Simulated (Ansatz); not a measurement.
# Nb2SnTe3: the cost of one run

Program: Ansatz 0.2.0. Level of theory: DFT PBE, scalar-relativistic, plane waves, PAW. These are calculated values, not measurements.

**1. Starting point**

Symmetry: P6/mmm, No. 191, hexagonal system. The conventional cell has a = 4.602 Å, b = 4.602 Å, c = 9.441 Å, α = 90.00°, β = 90.00°, γ = 120.00°. Nb (site symmetry -6m2) has 3 Nb at 2.66 Å and 3 Te at 2.66 Å in its first shell of neighbours. Around Sn (site symmetry 6/mmm) lie 2 Te at 2.22 Å. Around Te (site symmetry 6mm) lie 1 Sn at 2.22 Å and 1 Te at 2.50 Å. Around Te (site symmetry 6/mmm) lie 2 Te at 2.50 Å and 6 Nb at 2.66 Å.

Coordinates:

```
Nb Sn Te
1.0
     4.60193    0.00000    0.00000
    -2.30096    3.98538    0.00000
     0.00000    0.00000    9.44051
Nb Sn Te
2 1 3
Direct
  0.33333 0.66667 0.50000
  0.66667 0.33333 0.50000
  0.00000 0.00000 0.00000
  0.00000 0.00000 0.76444
  0.00000 0.00000 0.23556
  0.00000 0.00000 0.50000
```

The cell is invented: random cell by space group and Wyckoff sites (P6/mmm, No. 191). Its size is a rough estimate.

**2. A first look at the guess**

input.yaml

```yaml
crystal:
  lattice:
    - [4.60192521, 0.0, 0.0]
    - [-2.3009626, 3.98538413, 0.0]
    - [0.0, 0.0, 9.44051201]
  atoms:
    - { symbol: Nb, position: [0.33333333, 0.66666667, 0.5] }
    - { symbol: Nb, position: [0.66666667, 0.33333333, 0.5] }
    - { symbol: Sn, position: [0.0, 0.0, 0.0] }
    - { symbol: Te, position: [0.0, 0.0, 0.76444047] }
    - { symbol: Te, position: [0.0, 0.0, 0.23555953] }
    - { symbol: Te, position: [0.0, 0.0, 0.5] }
basis:
  ecutwfc: 420
kpoints:
  mp_grid: { grid: [6, 6, 2] }
hamiltonian:
  xc: pbe
scf:
  occupations: { method: gaussian, width: 0.1 }
  lower_state_search: "off"
output:
  forces: true
  stress: true
  eigenvalues: true
```

Run with:

```bash
> ansatz run input.yaml --threads 1 --pin off --max-ram 2560MiB --backend cpu --events-out ev --progress --plain --runs-dir out
```

What time and memory should one allow on 1 thread of Arm Neoverse V1, shared host?

About 9.4 s, with a peak of 0.46 GiB.
